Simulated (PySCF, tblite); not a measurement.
# trifluoroacetic acid (C2HF3O2): dynamics, then NMR shifts and electronic excitations on frames

How do NMR shifts and electronic excitations of trifluoroacetic acid (C2HF3O2) (`O=C(O)C(F)(F)F`) change as the atoms move?

Programs: tblite 0.8.0 and PySCF 2.14.0, with density-fitted response routines of our own. Each step states its level of theory. These are calculated values for one molecule in the gas phase, unless marked as measured. Atoms are numbered from 0 throughout.

**1. Starting geometry**

8 atoms, charge 0, multiplicity 1; geometry from: GFN2-xTB.

Bonds of the start (Å): O0–C1 1.19, C1–O2 1.32, C1–C3 1.56, C3–F4 1.33, C3–F5 1.34, C3–F6 1.34, O2–H7 0.97.

**2. A short Langevin run with GFN2-xTB**

The job: settings as JSON, then the geometry in Å.

```
{"job": {"kind": "md", "xc": "GFN2-xTB", "basis": "xTB", "temperature": 300, "steps": 2000, "every": 50, "frames": 5}, "charge": 0, "multiplicity": 1}
O      0.858191     1.288407    -0.852249
C      0.551921     0.323071    -0.226779
O      1.363061    -0.563207     0.312051
C     -0.925238    -0.075287     0.075966
F     -1.781700     0.791506    -0.455146
F     -1.206610    -1.284746    -0.418859
F     -1.149622    -0.117318     1.393097
H      2.299054    -0.353014     0.147353
```

With the program's defaults for keys left out, this is: GFN2-xTB Langevin dynamics, gas phase.

Started as:

```bash
> OMP_NUM_THREADS=1 python probes_run.py task.json out
```

This one command runs all jobs of the session in turn.

The program printed:

```text
t/fs     T/K      E/eV
    0.0   234.1   -737.83606
   25.0   161.8   -737.69820
   50.0   192.7   -737.70829
   75.0   151.4   -737.75030
  100.0   161.7   -737.75265
  125.0   132.6   -737.73857
  150.0   172.6   -737.70477
  175.0   160.1   -737.65350
  200.0   182.3   -737.69212
  225.0   245.1   -737.69987
  250.0   211.3   -737.66981
  275.0   156.6   -737.70937
  300.0   167.7   -737.69112
  325.0   162.7   -737.64314
  350.0   267.7   -737.64336
  375.0   290.2   -737.55720
  400.0   318.7   -737.51567
  425.0   399.2   -737.56217
  450.0   309.2   -737.56431
  475.0   216.9   -737.41262
  500.0   396.9   -737.61808
  525.0   430.7   -737.62236
  550.0   208.4   -737.50630
  575.0   350.9   -737.60794
  600.0   218.4   -737.44074
  625.0   431.4   -737.63017
  650.0   367.7   -737.58667
  675.0   323.4   -737.50108
  700.0   595.0   -737.74692
  725.0   261.8   -737.49701
  750.0   315.1   -737.67865
  775.0   205.5   -737.67642
  800.0   256.4   -737.64482
  825.0   314.5   -737.64108
  850.0   330.8   -737.59304
  875.0   333.9   -737.66236
  900.0   234.7   -737.60021
  925.0   325.6   -737.63905
  950.0   275.6   -737.64988
  975.0   271.9   -737.57770
 1000.0   261.5   -737.51205
```

It took 9.6 s on 1 thread of Arm Neoverse N1, shared host; peak memory 0.18 GiB.

Distance from the start (root mean square after alignment): 0 fs 0.00 Å, 200 fs 0.15 Å, 400 fs 0.25 Å, 600 fs 0.31 Å, 800 fs 0.36 Å, 1000 fs 0.61 Å.

Positions (Å) and forces (eV/Å) at 1000 fs:

```xyz
8

O    -0.158    1.185   -0.328    0.570    1.813    0.370
C    -0.666    0.167   -0.586   -0.205   -2.782   -0.640
O    -1.050   -0.257   -1.791    0.217   -0.080    0.962
C    -0.742   -0.954    0.566   -0.540    0.450    0.565
F    -1.734   -0.542    1.433    0.915   -0.697   -0.695
F    -1.004   -2.254    0.227    0.583    1.767    0.404
F     0.444   -0.842    1.250   -1.317   -0.660   -0.732
H    -0.728    0.357   -2.466   -0.222    0.189   -0.234
```

**3. NMR shieldings: 250 fs, PBE0/pcSseg-1**

The job: settings as JSON, then the geometry in Å.

```
{"job": {"kind": "nmr", "xc": "PBE0", "basis": "pcSseg-1", "pop": false}, "charge": 0, "multiplicity": 1}
O      0.704100     1.205300    -0.976700
C      0.392800     0.228500    -0.434600
O      1.285300    -0.699300    -0.084200
C     -1.011300    -0.171900     0.182800
F     -2.005700     0.456100    -0.426600
F     -1.180800    -1.528200     0.043200
F     -1.054900     0.082300     1.466300
H      2.164600    -0.516800    -0.462800
```

With the program's defaults for keys left out, this is: GIAO PBE0/pcSseg-1 NMR shielding, non-relativistic, gas phase.

The program printed:

```text
coarse grid: 8224 points
cycle   1  E = -525.8745365909  dE =  1.461e+00  |g| = 1.258e+00  |ddm| = 2.572e+00
cycle   2  E = -525.2817611646  dE =  5.928e-01  |g| = 2.278e+00  |ddm| = 1.885e+00
cycle   3  E = -526.1357471081  dE = -8.540e-01  |g| = 2.885e-01  |ddm| = 1.356e+00
cycle   4  E = -526.1473695115  dE = -1.162e-02  |g| = 1.415e-01  |ddm| = 2.361e-01
cycle   5  E = -526.1507513826  dE = -3.382e-03  |g| = 1.702e-02  |ddm| = 8.018e-02
cycle   6  E = -526.1508043262  dE = -5.294e-05  |g| = 5.602e-03  |ddm| = 1.386e-02
cycle   7  E = -526.1508094570  dE = -5.131e-06  |g| = 1.646e-03  |ddm| = 3.769e-03
final grid: 85016 points
cycle   8  E = -526.2316138128  dE = -2.507e-05  |g| = 1.163e-02  |ddm| = 1.676e-02
cycle   9  E = -526.2315701319  dE =  4.368e-05  |g| = 1.983e-02  |ddm| = 1.575e-02
cycle  10  E = -526.2316352848  dE = -6.515e-05  |g| = 2.076e-03  |ddm| = 1.061e-02
cycle  11  E = -526.2316360203  dE = -7.355e-07  |g| = 3.166e-04  |ddm| = 1.257e-03
cycle  12  E = -526.2316360366  dE = -1.624e-08  |g| = 6.794e-05  |ddm| = 1.944e-04
cycle  13  E = -526.2316360374  dE = -8.331e-10  |g| = 2.091e-05  |ddm| = 5.467e-05
converged SCF energy = -526.2316360374

GIAO shielding tensors (ppm)
atom      isotropic    diamagn.    paramagn.     s11        s22        s33       span
  0 O      -77.634     399.769    -477.403   -275.946   -244.435    287.479    563.425
  1 C       29.870     249.604    -219.734    -73.150     72.053     90.707    163.857
  2 O      126.606     392.202    -265.596    -20.970    153.513    247.275    268.245
  3 C       60.677     239.283    -178.606     44.391     62.219     75.421     31.030
  4 F      266.615     469.600    -202.985    193.530    265.002    341.314    147.784
  5 F      239.293     472.345    -233.052    142.476    214.256    361.148    218.672
  6 F      258.294     471.075    -212.782    192.778    253.359    328.745    135.967
  7 H       25.187      30.103      -4.916     20.099     22.278     33.183     13.084
```

Wall time 11 s (1 thread of Arm Neoverse N1, shared host); peak memory 0.56 GiB.

Shifts follow as δ = σ(reference) − σ, with reference shieldings (ppm) from runs at the same level and on the same kind of geometry: 1H TMS 31.72, 13C TMS 186.9, 19F CFCl3 170.9, 17O H2O 336.1. The references are single molecules in the gas phase, so shifts against H2O, NH3, PH3, H3PO4 or CFCl3 are not on the usual liquid scales and can be off by tens of ppm. Each atom is listed at this fixed geometry, with no averaging over motion; a spectrum would average atoms that exchange fast.

| atoms | environment | σ (ppm) | δ (ppm) |
| --- | --- | --- | --- |
| C1 | carboxylic acid carbon | 29.9 | 157.1 |
| C3 | CF3 carbon | 60.7 | 126.2 |
| H7 | hydrogen on an acid hydroxyl oxygen | 25.19 | 6.53 |
| O0 | carbonyl oxygen | -77.6 | 413.7 |
| O2 | acid hydroxyl oxygen | 126.6 | 209.5 |
| F5 | fluorine of a CF3 group | 239.3 | -68.3 |
| F6 | fluorine of a CF3 group | 258.3 | -87.3 |
| F4 | fluorine of a CF3 group | 266.6 | -95.7 |

**4. Ultraviolet spectrum: 250 fs, PBE0/def2-SVPD**

The job, as its differences from that of step 3:

```diff
@@ -1,2 +1,2 @@
-{"job": {"kind": "nmr", "xc": "PBE0", "basis": "pcSseg-1", "pop": false}, "charge": 0, "multiplicity": 1}
+{"job": {"kind": "uv", "xc": "PBE0", "basis": "def2-SVPD", "nstates": 5, "ntriplets": 0}, "charge": 0, "multiplicity": 1}
 O      0.704100     1.205300    -0.976700
```

Method: TDDFT PBE0/def2-SVPD, vertical, gas phase, core orbitals frozen in the response.

The program printed:

```text
coarse grid: 8224 points
cycle   1  E = -525.5688227721  dE =  1.415e+00  |g| = 1.190e+00  |ddm| = 3.456e+00
cycle   2  E = -525.0001779668  dE =  5.686e-01  |g| = 2.176e+00  |ddm| = 2.623e+00
cycle   3  E = -525.8151298502  dE = -8.150e-01  |g| = 2.778e-01  |ddm| = 1.833e+00
cycle   4  E = -525.8267811585  dE = -1.165e-02  |g| = 1.293e-01  |ddm| = 3.302e-01
cycle   5  E = -525.8297908561  dE = -3.010e-03  |g| = 1.615e-02  |ddm| = 1.120e-01
cycle   6  E = -525.8298390130  dE = -4.816e-05  |g| = 5.525e-03  |ddm| = 2.174e-02
cycle   7  E = -525.8298443194  dE = -5.306e-06  |g| = 1.526e-03  |ddm| = 5.628e-03
final grid: 85016 points
cycle   8  E = -525.9110197236  dE = -1.857e-05  |g| = 1.121e-02  |ddm| = 6.467e-02
cycle   9  E = -525.9109766202  dE =  4.310e-05  |g| = 1.919e-02  |ddm| = 2.305e-02
cycle  10  E = -525.9110409918  dE = -6.437e-05  |g| = 1.989e-03  |ddm| = 1.501e-02
cycle  11  E = -525.9110417165  dE = -7.246e-07  |g| = 2.639e-04  |ddm| = 1.741e-03
cycle  12  E = -525.9110417284  dE = -1.197e-08  |g| = 6.248e-05  |ddm| = 2.895e-04
cycle  13  E = -525.9110417292  dE = -7.647e-10  |g| = 1.971e-05  |ddm| = 7.531e-05
converged SCF energy = -525.9110417292

Static polarisability (au): isotropic 35.435, principal 28.730 38.413 39.162

Singlet excitations
state   eV       nm        f      main configurations
  1   5.8263    212.8   0.00081   H->L 0.99
  2   8.0038    154.9   0.02643   H->L+1 0.71, H-1->L 0.27
  3   8.5039    145.8   0.14334   H-1->L 0.58, H->L+1 0.26, H-2->L 0.09
  4   8.9014    139.3   0.02476   H-2->L 0.79, H-1->L+1 0.09
  5   8.9512    138.5   0.00694   H-1->L+1 0.89, H-2->L 0.08
```

Run time: 21 s. Hardware: 1 thread of Arm Neoverse N1, shared host; peak memory 0.7 GiB.

The orbitals next to the gap, with their largest atomic shares:

| orbital | eV | atoms |
| --- | --- | --- |
| HOMO−3 | -12.43 | F5 50 %, F6 25 %, F4 23 % |
| HOMO−2 | -11.96 | O2 33 %, F4 14 %, O0 13 % |
| HOMO−1 | -10.51 | O2 51 %, O0 34 %, C1 11 % |
| HOMO | -9.37 | O0 60 %, O2 14 %, C1 10 % |
| LUMO | -1.19 | C1 39 %, O0 30 %, O2 13 % |
| LUMO+1 | 0.05 | O2 38 %, H7 25 %, C1 15 % |
| LUMO+2 | 1.20 | C3 21 %, F4 17 %, F6 15 % |

With each of the 5 states as a Gaussian band of 0.4 eV half-width at 1/e, the curve within the window shown has maxima at 146 nm (ε 6,500) L/(mol cm). Beyond the last state computed it falls off for lack of states. The curve at chosen wavelengths:

```tsv
nm	ε (L/mol/cm)
134	804
138	2625
142	5297
146	6465
150	4851
155	2249
159	1074
163	434
167	134
171	31
175	5
179	1
183	0
188	1
192	3
196	7
200	14
204	22
208	29
212	33
216	31
221	24
225	18
229	11
233	7
237	4
```

Further results of this job:

| property | computed |
| --- | --- |
| dipole moment (D) | 1.95 |
| polarisability (Å³) | 5.25 |
| HOMO–LUMO gap (eV) | 8.18 |
| −ε(HOMO) (eV) | 9.37 |

**5. NMR shieldings: 425 fs, PBE0/pcSseg-1**

The job: settings as JSON, then the geometry in Å.

```
{"job": {"kind": "nmr", "xc": "PBE0", "basis": "pcSseg-1", "pop": false}, "charge": 0, "multiplicity": 1}
O      0.461500     1.254200    -1.013000
C      0.337500     0.123600    -0.632200
O      1.198400    -0.820600    -0.559900
C     -0.993300    -0.445300     0.025200
F     -1.996000     0.185100    -0.499000
F     -1.212700    -1.764800    -0.131200
F     -0.889100    -0.213400     1.380500
H      2.161500    -0.647600    -0.940300
```

Method: GIAO PBE0/pcSseg-1 NMR shielding, non-relativistic, gas phase.

The program printed:

```text
coarse grid: 8224 points
cycle   1  E = -525.8719136394  dE =  1.399e+00  |g| = 1.242e+00  |ddm| = 2.556e+00
cycle   2  E = -525.2059527580  dE =  6.660e-01  |g| = 2.337e+00  |ddm| = 2.001e+00
cycle   3  E = -526.1211408387  dE = -9.152e-01  |g| = 3.628e-01  |ddm| = 1.491e+00
cycle   4  E = -526.1418782392  dE = -2.074e-02  |g| = 1.357e-01  |ddm| = 2.713e-01
cycle   5  E = -526.1449630247  dE = -3.085e-03  |g| = 1.895e-02  |ddm| = 7.873e-02
cycle   6  E = -526.1450292312  dE = -6.621e-05  |g| = 6.152e-03  |ddm| = 1.533e-02
cycle   7  E = -526.1450354332  dE = -6.202e-06  |g| = 1.878e-03  |ddm| = 4.032e-03
final grid: 85016 points
cycle   8  E = -526.2255410378  dE = -2.533e-05  |g| = 1.223e-02  |ddm| = 1.636e-02
cycle   9  E = -526.2254881091  dE =  5.293e-05  |g| = 2.138e-02  |ddm| = 1.722e-02
cycle  10  E = -526.2255643811  dE = -7.627e-05  |g| = 2.660e-03  |ddm| = 1.192e-02
cycle  11  E = -526.2255655974  dE = -1.216e-06  |g| = 3.178e-04  |ddm| = 1.535e-03
cycle  12  E = -526.2255656138  dE = -1.634e-08  |g| = 8.178e-05  |ddm| = 2.245e-04
cycle  13  E = -526.2255656151  dE = -1.299e-09  |g| = 2.269e-05  |ddm| = 7.075e-05
cycle  14  E = -526.2255656151  dE = -7.765e-11  |g| = 7.567e-06  |ddm| = 1.507e-05
converged SCF energy = -526.2255656151

GIAO shielding tensors (ppm)
atom      isotropic    diamagn.    paramagn.     s11        s22        s33       span
  0 O      -64.567     400.193    -464.761   -262.999   -207.295    276.592    539.591
  1 C       26.597     249.917    -223.320    -80.629     73.129     87.291    167.921
  2 O      131.835     392.212    -260.377      9.701    174.606    211.198    201.497
  3 C       59.218     240.498    -181.280     44.364     58.312     74.978     30.613
  4 F      269.551     469.510    -199.959    205.414    282.239    321.001    115.587
  5 F      254.499     470.827    -216.328    174.388    234.773    354.336    179.948
  6 F      236.921     473.732    -236.811    142.441    211.320    357.002    214.561
  7 H       22.927      25.677      -2.749     17.975     19.349     31.457     13.482
```

Run time: 11 s. Hardware: 1 thread of Arm Neoverse N1, shared host; peak memory 0.57 GiB.

This run: δ C1 160.3, C3 127.7, O0 400.6, O2 204.2, H7 8.79 ppm.

**6. Excited states and response: 425 fs, PBE0/def2-SVPD**

The job, as its differences from that of step 5:

```diff
@@ -1,2 +1,2 @@
-{"job": {"kind": "nmr", "xc": "PBE0", "basis": "pcSseg-1", "pop": false}, "charge": 0, "multiplicity": 1}
+{"job": {"kind": "uv", "xc": "PBE0", "basis": "def2-SVPD", "nstates": 5, "ntriplets": 0}, "charge": 0, "multiplicity": 1}
 O      0.461500     1.254200    -1.013000
```

With the program's defaults for keys left out, this is: TDDFT PBE0/def2-SVPD, vertical, gas phase, core orbitals frozen in the response.

The program printed:

```text
coarse grid: 8224 points
cycle   1  E = -525.5658474130  dE =  1.352e+00  |g| = 1.175e+00  |ddm| = 3.457e+00
cycle   2  E = -524.9262969413  dE =  6.396e-01  |g| = 2.236e+00  |ddm| = 2.760e+00
cycle   3  E = -525.8006148696  dE = -8.743e-01  |g| = 3.480e-01  |ddm| = 1.987e+00
cycle   4  E = -525.8209274495  dE = -2.031e-02  |g| = 1.247e-01  |ddm| = 3.887e-01
cycle   5  E = -525.8237119359  dE = -2.784e-03  |g| = 1.805e-02  |ddm| = 1.161e-01
cycle   6  E = -525.8237724465  dE = -6.051e-05  |g| = 6.124e-03  |ddm| = 2.566e-02
cycle   7  E = -525.8237788946  dE = -6.448e-06  |g| = 1.733e-03  |ddm| = 5.949e-03
final grid: 85016 points
cycle   8  E = -525.9047762792  dE = -1.727e-05  |g| = 1.176e-02  |ddm| = 5.863e-02
cycle   9  E = -525.9047238880  dE =  5.239e-05  |g| = 2.071e-02  |ddm| = 2.564e-02
cycle  10  E = -525.9047993311  dE = -7.544e-05  |g| = 2.548e-03  |ddm| = 1.670e-02
cycle  11  E = -525.9048005248  dE = -1.194e-06  |g| = 2.683e-04  |ddm| = 2.195e-03
cycle  12  E = -525.9048005372  dE = -1.236e-08  |g| = 7.718e-05  |ddm| = 3.876e-04
cycle  13  E = -525.9048005385  dE = -1.265e-09  |g| = 2.041e-05  |ddm| = 9.377e-05
cycle  14  E = -525.9048005385  dE = -6.446e-11  |g| = 8.286e-06  |ddm| = 2.130e-05
converged SCF energy = -525.9048005385

Static polarisability (au): isotropic 36.606, principal 29.567 39.590 40.662

Singlet excitations
state   eV       nm        f      main configurations
  1   5.8330    212.6   0.00087   H->L 0.98
  2   7.4319    166.8   0.04173   H->L+1 0.94
  3   8.3406    148.7   0.00209   H-1->L+1 0.98
  4   8.5169    145.6   0.02551   H-2->L 0.80, H-1->L 0.15
  5   8.7509    141.7   0.15983   H-1->L 0.69, H-2->L 0.16
```

It took 22 s on 1 thread of Arm Neoverse N1, shared host; peak memory 0.7 GiB.

Key values: HOMO -9.21 eV, LUMO -1.04 eV; lowest singlet 5.83 eV.

**7. Shielding tensors: 625 fs, PBE0/pcSseg-1**

The job: settings as JSON, then the geometry in Å.

```
{"job": {"kind": "nmr", "xc": "PBE0", "basis": "pcSseg-1", "pop": false}, "charge": 0, "multiplicity": 1}
O      0.202100     1.170200    -1.178900
C      0.100500    -0.029700    -0.990000
O      0.913000    -0.865200    -1.626100
C     -0.848000    -0.682600     0.088500
F     -1.998200    -0.060400     0.162300
F     -1.153900    -1.965100    -0.088200
F     -0.216000    -0.609300     1.240300
H      1.460700    -0.439300    -2.264400
```

Level: GIAO PBE0/pcSseg-1 NMR shielding, non-relativistic, gas phase.

The program printed:

```text
coarse grid: 8224 points
cycle   1  E = -525.8597173665  dE =  1.473e+00  |g| = 1.281e+00  |ddm| = 2.568e+00
cycle   2  E = -525.0950665719  dE =  7.647e-01  |g| = 2.460e+00  |ddm| = 2.076e+00
cycle   3  E = -526.1215608758  dE = -1.026e+00  |g| = 3.934e-01  |ddm| = 1.575e+00
cycle   4  E = -526.1458990372  dE = -2.434e-02  |g| = 1.502e-01  |ddm| = 2.995e-01
cycle   5  E = -526.1496991154  dE = -3.800e-03  |g| = 2.067e-02  |ddm| = 8.577e-02
cycle   6  E = -526.1497769375  dE = -7.782e-05  |g| = 7.354e-03  |ddm| = 1.563e-02
cycle   7  E = -526.1497861338  dE = -9.196e-06  |g| = 2.093e-03  |ddm| = 4.195e-03
final grid: 85016 points
cycle   8  E = -526.2297950552  dE = -2.046e-05  |g| = 1.224e-02  |ddm| = 1.575e-02
cycle   9  E = -526.2297303613  dE =  6.469e-05  |g| = 2.265e-02  |ddm| = 1.819e-02
cycle  10  E = -526.2298189962  dE = -8.863e-05  |g| = 2.732e-03  |ddm| = 1.282e-02
cycle  11  E = -526.2298202967  dE = -1.301e-06  |g| = 2.588e-04  |ddm| = 1.530e-03
cycle  12  E = -526.2298203073  dE = -1.059e-08  |g| = 8.325e-05  |ddm| = 1.872e-04
cycle  13  E = -526.2298203087  dE = -1.324e-09  |g| = 2.252e-05  |ddm| = 6.731e-05
cycle  14  E = -526.2298203087  dE = -7.094e-11  |g| = 6.115e-06  |ddm| = 1.436e-05
converged SCF energy = -526.2298203087

GIAO shielding tensors (ppm)
atom      isotropic    diamagn.    paramagn.     s11        s22        s33       span
  0 O     -135.702     400.635    -536.337   -356.010   -321.644    270.549    626.559
  1 C       16.002     249.333    -233.331    -98.455     71.962     74.500    172.955
  2 O      125.148     389.589    -264.441    -37.352    174.372    238.424    275.776
  3 C       65.493     236.919    -171.427     49.509     64.891     82.077     32.567
  4 F      264.153     470.151    -205.998    198.567    255.232    338.661    140.094
  5 F      261.859     469.200    -207.341    185.113    243.776    356.689    171.576
  6 F      254.225     473.518    -219.293    183.030    244.705    334.939    151.909
  7 H       25.170      31.074      -5.905     20.031     22.529     32.949     12.918
```

Run time: 11 s. Hardware: 1 thread of Arm Neoverse N1, shared host; peak memory 0.57 GiB.

This run: δ C1 170.9, C3 121.4, O0 471.8, O2 210.9, H7 6.55 ppm.

**8. Ultraviolet spectrum: 625 fs, PBE0/def2-SVPD**

The job, as its differences from that of step 7:

```diff
@@ -1,2 +1,2 @@
-{"job": {"kind": "nmr", "xc": "PBE0", "basis": "pcSseg-1", "pop": false}, "charge": 0, "multiplicity": 1}
+{"job": {"kind": "uv", "xc": "PBE0", "basis": "def2-SVPD", "nstates": 5, "ntriplets": 0}, "charge": 0, "multiplicity": 1}
 O      0.202100     1.170200    -1.178900
```

Level: TDDFT PBE0/def2-SVPD, vertical, gas phase, core orbitals frozen in the response.

The program printed:

```text
coarse grid: 8224 points
cycle   1  E = -525.5545890742  dE =  1.426e+00  |g| = 1.213e+00  |ddm| = 3.448e+00
cycle   2  E = -524.8139778895  dE =  7.406e-01  |g| = 2.364e+00  |ddm| = 2.810e+00
cycle   3  E = -525.8019578275  dE = -9.880e-01  |g| = 3.779e-01  |ddm| = 2.069e+00
cycle   4  E = -525.8258633382  dE = -2.391e-02  |g| = 1.380e-01  |ddm| = 4.236e-01
cycle   5  E = -525.8292892780  dE = -3.426e-03  |g| = 2.038e-02  |ddm| = 1.196e-01
cycle   6  E = -525.8293647215  dE = -7.544e-05  |g| = 7.374e-03  |ddm| = 2.698e-02
cycle   7  E = -525.8293741919  dE = -9.470e-06  |g| = 1.941e-03  |ddm| = 7.451e-03
final grid: 85016 points
cycle   8  E = -525.9098546589  dE = -1.385e-05  |g| = 1.150e-02  |ddm| = 5.810e-02
cycle   9  E = -525.9097934055  dE =  6.125e-05  |g| = 2.149e-02  |ddm| = 2.475e-02
cycle  10  E = -525.9098772191  dE = -8.381e-05  |g| = 2.559e-03  |ddm| = 1.673e-02
cycle  11  E = -525.9098784349  dE = -1.216e-06  |g| = 2.207e-04  |ddm| = 2.152e-03
cycle  12  E = -525.9098784432  dE = -8.349e-09  |g| = 6.614e-05  |ddm| = 3.057e-04
cycle  13  E = -525.9098784442  dE = -9.807e-10  |g| = 1.605e-05  |ddm| = 8.517e-05
converged SCF energy = -525.9098784442

Static polarisability (au): isotropic 35.631, principal 28.860 38.313 39.721

Singlet excitations
state   eV       nm        f      main configurations
  1   5.3199    233.1   0.00034   H->L 0.99
  2   7.7809    159.3   0.04570   H-1->L 0.48, H->L+1 0.48
  3   8.2975    149.4   0.11609   H->L+1 0.42, H-1->L 0.31, H-2->L 0.22
  4   8.4590    146.6   0.04553   H-2->L 0.74, H-1->L 0.12, H->L+1 0.08
  5   8.8866    139.5   0.00198   H-1->L+1 0.98
```

Run time: 21 s. Hardware: 1 thread of Arm Neoverse N1, shared host; peak memory 0.7 GiB.

This run: HOMO -9.24 eV, LUMO -1.52 eV; lowest singlet 5.32 eV.

[end of part 1 of 2]
